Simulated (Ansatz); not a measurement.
# MoSe (zincblende): a single-point run

Wanted: a converged single-point run for MoSe (zincblende), and a check of what comes out. The structure is shown as the input types it.

Program: Ansatz 0.2.0. Level of theory: Kohn-Sham DFT, with the functional, basis and potentials that each input names. These are calculated values, not measurements.

1 further run of the same task is left out (it didn't finish). Runs told in other sessions of the task aren't counted.

### 1 The structure to begin with

Symmetry: F-43m, No. 216, cubic system. Conventional cell: a = 5.663 Å, b = 5.663 Å, c = 5.663 Å, α = 90.00°, β = 90.00°, γ = 90.00°. Around Mo (site symmetry -43m) lie 4 Se at 2.45 Å. Se (site symmetry -43m) is surrounded by 4 Mo at 2.45 Å.

As a file:

```
Mo Se
1.0
     0.00000    2.83145    2.83145
     2.83145    0.00000    2.83145
     2.83145    2.83145    0.00000
Mo Se
1 1
Cartesian
  0.0000 0.0000 0.0000
  1.4157 1.4157 1.4157
```

### 2 The calculation

Input file input.yaml:

```yaml
crystal:
  lattice:
    - [0.0, 2.8314484773, 2.8314484773]
    - [2.8314484773, 0.0, 2.8314484773]
    - [2.8314484773, 2.8314484773, 0.0]
  atoms:
    - { symbol: Mo, position: [0.0, 0.0, 0.0], spin: 3.0 }
    - { symbol: Se, position: [0.25, 0.25, 0.25] }
basis:
  ecutwfc: 500
  ecutrho_ratio: 4
kpoints:
  mp_grid: { grid: [10, 10, 10] }
hamiltonian:
  xc: r2scan
  hubbard: { sites: [{ species: Mo, l: d, u_eff: -5.0 }] }
scf:
  occupations: { method: gaussian, width: 0.05 }
  max_iter: 80
output:
  forces: true
  stress: true
magnetization:
  spin_polarized: true
```

Command:

```sh
> ansatz run input.yaml --threads 2 --pin off --max-ram 2662MiB --backend cpu --events-out ev --progress --plain --runs-dir out
```

**Question.** How will this run end, and is anything wrong with its input?

The run converged and reported no error, with warnings (seeded moment not kept, stability check not made). Its log warns: «the starting moments were not kept: the SCF closed with an absolute magnetisation of 4.8e-6 μB, where they sum to 3 μB in size (1 site). That is at most 0.1 of that sum ...»

In the input, hamiltonian.hubbard.sites is [{species: Mo, l: d, u_eff: -5.0}]. The U is negative: it rewards fractional occupations of the shell, where a positive U penalises them, and shifts its filled levels up and its empty ones down.

To check: delete hamiltonian.hubbard.sites.
